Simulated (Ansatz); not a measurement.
What does this script print? It uses Ansatz's Python interface.

Script `fh5ssi2_torsion.py`:
```python
'''Energy of FH5SSi2 as one group turns about a bond.'''

import warnings

import ansatz as az
from ase import Atoms

warnings.simplefilter('ignore', az.DeckWarning)

atoms = Atoms(['F', 'Si', 'Si', 'S', 'H', 'H', 'H', 'H', 'H'], positions=[
    [-2.06, 0.3688, -0.3442],
    [-0.549, 0.7759, -0.3339],
    [0.5593, -0.6052, 1.1094],
    [0.2598, 0.5786, -2.3461],
    [-0.3933, 2.1957, 0.05],
    [2.0426, -0.2541, 1.1594],
    [0.0941, -0.4813, 2.5161],
    [0.5093, -2.0166, 0.7044],
    [-0.3743, -0.6083, -2.5322],
])

# relax first, so that the scan starts from a minimum
first = (
    az.Crystal.molecule_from_ase(atoms).calculation()
    .basis(gaussian='def2-SVP')
    .functional('pbe0')
    .relax(force_tolerance=0.02, max_steps=80)
)
atoms.positions = first.run(threads=1, pin='off').report['positions_ang']

start = atoms.get_dihedral(0, 1, 2, 5)
energies = {}
for turn in range(0, 121, 15):
    turned = atoms.copy()
    turned.set_dihedral(0, 1, 2, 5, start + turn, indices=[2, 5, 6, 7])
    calculation = (
        az.Crystal.molecule_from_ase(turned).calculation()
        .basis(gaussian='def2-SVP')
        .correlation('mp2', electrons='valence')
    )
    energies[round((start + turn) % 360)] = calculation.run(threads=1, pin='off').report['free_energy_ev']
floor = min(energies.values())
print('dihedral F0-Si1-Si2-H5 (deg)   E - E(min) (eV)')
for angle, e in sorted(energies.items()):
    print(f'{angle:8d} {(e - floor):14.3f}  ' + '#' * int(30 * (e - floor) / max(max(energies.values()) - floor, 1e-9)))
```

```console
$ python fh5ssi2_torsion.py
dihedral F0-Si1-Si2-H5 (deg)   E - E(min) (eV)
     188          0.000
     203          0.012  #####
     218          0.037  ###############
     233          0.061  ##########################
     248          0.070  ##############################
     263          0.060  #########################
     278          0.037  ###############
     293          0.016  ######
     308          0.008  ###
```

Caveats:
- The settings weren't tested for convergence.
- The scan is rigid and the energies are electronic, in a modest basis. With rigid groups the curve can differ much from the relaxed path, the start wasn't checked as a minimum of this torsion, and equivalent turns needn't return to the same energy.
- The start is relaxed with a density functional and scanned with the wavefunction method, so it isn't exactly that method's minimum.
- Wall time of the script: 49 s on 1 thread of Arm Neoverse V1, on a shared host, peak memory 0.27 GiB.

(Lines on the test bed's own set-up are left out of the output.)
